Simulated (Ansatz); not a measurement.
# H₇NOSi₂ (SMILES O[SiH2]N[SiH3]): functionals against CCSD(T) at one geometry

Aim: energy, forces and dipole at a structure displaced at random from a GFN2-xTB minimum, from CCSD(T) and from density functionals.

Program: Ansatz 0.2.0, Gaussian basis. Level of theory: single points in def2-TZVPP. These are calculated values, not measurements.

Correlated methods freeze the cores.

## (1) The system as given

SMILES `O[SiH2]N[SiH3]`, 11 atoms, charge 0, spin multiplicity 1.

Atoms are counted from 1 here; the program's logs count them from 0.

Bond lengths: O1–Si2 1.567 Å, O1–H5 0.977 Å, Si2–N3 1.670 Å, Si2–H6 1.677 Å, Si2–H7 1.596 Å, N3–Si4 1.816 Å, N3–H8 0.962 Å, Si4–H9 1.493 Å, Si4–H10 1.411 Å, Si4–H11 1.549 Å. Angles: Si2–O1–H5 125.0°, O1–Si2–N3 112.8°, O1–Si2–H6 103.2°, O1–Si2–H7 116.9°, N3–Si2–H6 113.7°, N3–Si2–H7 105.8°, H6–Si2–H7 104.4°, Si2–N3–Si4 125.8°, Si2–N3–H8 118.2°, Si4–N3–H8 110.5°, N3–Si4–H9 111.0°, N3–Si4–H10 110.1°, N3–Si4–H11 101.3°, H9–Si4–H10 118.6°, H9–Si4–H11 104.3°, H10–Si4–H11 110.0°.

Geometry (Å):

```xyz
11
H7NOSi2
O    -1.44250    2.03770   -0.64830
Si   -0.40110    0.88690   -0.86620
N    -0.34590   -0.18510    0.41320
Si    0.96930   -1.39620    0.72950
H    -1.50680    2.59000    0.15560
H    -0.89740    0.18990   -2.30820
H     1.11050    1.32100   -1.13580
H    -1.17840   -0.48510    0.79060
H     0.73550   -2.65400   -0.03990
H     2.23320   -0.77520    0.63980
H     0.67540   -1.78790    2.19950
```

## (2) CCSD(T)/def2-TZVPP

run/in.yaml reads:

```yaml
crystal:
  periodic: [false, false, false]
  atoms:
    - {symbol: O, position_ang: [-1.442500, 2.037700, -0.648300]}
    - {symbol: Si, position_ang: [-0.401100, 0.886900, -0.866200]}
    - {symbol: N, position_ang: [-0.345900, -0.185100, 0.413200]}
    - {symbol: Si, position_ang: [0.969300, -1.396200, 0.729500]}
    - {symbol: H, position_ang: [-1.506800, 2.590000, 0.155600]}
    - {symbol: H, position_ang: [-0.897400, 0.189900, -2.308200]}
    - {symbol: H, position_ang: [1.110500, 1.321000, -1.135800]}
    - {symbol: H, position_ang: [-1.178400, -0.485100, 0.790600]}
    - {symbol: H, position_ang: [0.735500, -2.654000, -0.039900]}
    - {symbol: H, position_ang: [2.233200, -0.775200, 0.639800]}
    - {symbol: H, position_ang: [0.675400, -1.787900, 2.199500]}
basis:
  gaussian: {orbitals: def2-TZVPP}
correlation: {method: ccsd_t}
```

On the command line:

```sh
> ansatz run in.yaml --threads 8 --pin off --events-out ev --progress --plain --max-ram 10444MiB
```

## (3) PBE0-D4/def2-TZVPP

Edit run/in.yaml of step 2 so:

```diff
@@ -16,2 +16,3 @@
   gaussian: {orbitals: def2-TZVPP}
-correlation: {method: ccsd_t}
+hamiltonian: {xc: pbe0, dispersion: d4}
+output: {forces: true, orbitals: {seedname: orbitals}}
```

## (4) wB97M-V/def2-TZVPP

Edit run/in.yaml of step 3 so:

```diff
@@ -16,3 +16,3 @@
   gaussian: {orbitals: def2-TZVPP}
-hamiltonian: {xc: pbe0, dispersion: d4}
-output: {forces: true, orbitals: {seedname: orbitals}}
+hamiltonian: {xc: {name: wB97M-V}}
+output: {forces: true}
```

## (5) r2SCAN-D4/def2-TZVPP

Edit run/in.yaml of step 4 so:

```diff
@@ -16,3 +16,3 @@
   gaussian: {orbitals: def2-TZVPP}
-hamiltonian: {xc: {name: wB97M-V}}
+hamiltonian: {xc: r2scan, dispersion: d4}
 output: {forces: true}
```

## (6) PBE-D4/def2-TZVPP

Edit run/in.yaml of step 5 so:

```diff
@@ -16,3 +16,3 @@
   gaussian: {orbitals: def2-TZVPP}
-hamiltonian: {xc: r2scan, dispersion: d4}
+hamiltonian: {xc: pbe, dispersion: d4}
 output: {forces: true}
```

## (7) revPBE-D4/def2-TZVPP

Edit run/in.yaml of step 6 so:

```diff
@@ -16,3 +16,3 @@
   gaussian: {orbitals: def2-TZVPP}
-hamiltonian: {xc: pbe, dispersion: d4}
+hamiltonian: {xc: {name: revPBE}, dispersion: d4}
 output: {forces: true}
```

## (8) r2SCAN0-D4/def2-TZVPP

Edit run/in.yaml of step 7 so:

```diff
@@ -16,3 +16,3 @@
   gaussian: {orbitals: def2-TZVPP}
-hamiltonian: {xc: {name: revPBE}, dispersion: d4}
+hamiltonian: {xc: {name: r2SCAN0}, dispersion: d4}
 output: {forces: true}
```

(Steps that only read results are left out.)

Before running it: what results should come out? Wanted: energy less free atoms, CCSD(T)/def2-TZVPP; RMS force component; HOMO and LUMO, PBE0-D4; T1 diagnostic.

As calculated:

| quantity | value |
| --- | --- |
| energy less free atoms, CCSD(T)/def2-TZVPP | -3517.7 kJ/mol |
| RMS force component | 1.525 to 1.560 eV/Å over the methods |
| HOMO and LUMO, PBE0-D4 | -7.41 and 0.07 eV |
| T1 diagnostic | 0.011 |

In words: Against CCSD(T) the functionals' energies less atoms differ by -110.3 to -16.6 kJ/mol, PBE-D4 by -89.1 kJ/mol. CCSD(T) in triple zeta still lacks some correlation energy of the bonds, so part of these gaps is its own basis error and they don't rank the functionals. No sound CCSD(T) forces are at hand. Among the functionals the RMS force differs by up to 2 %.
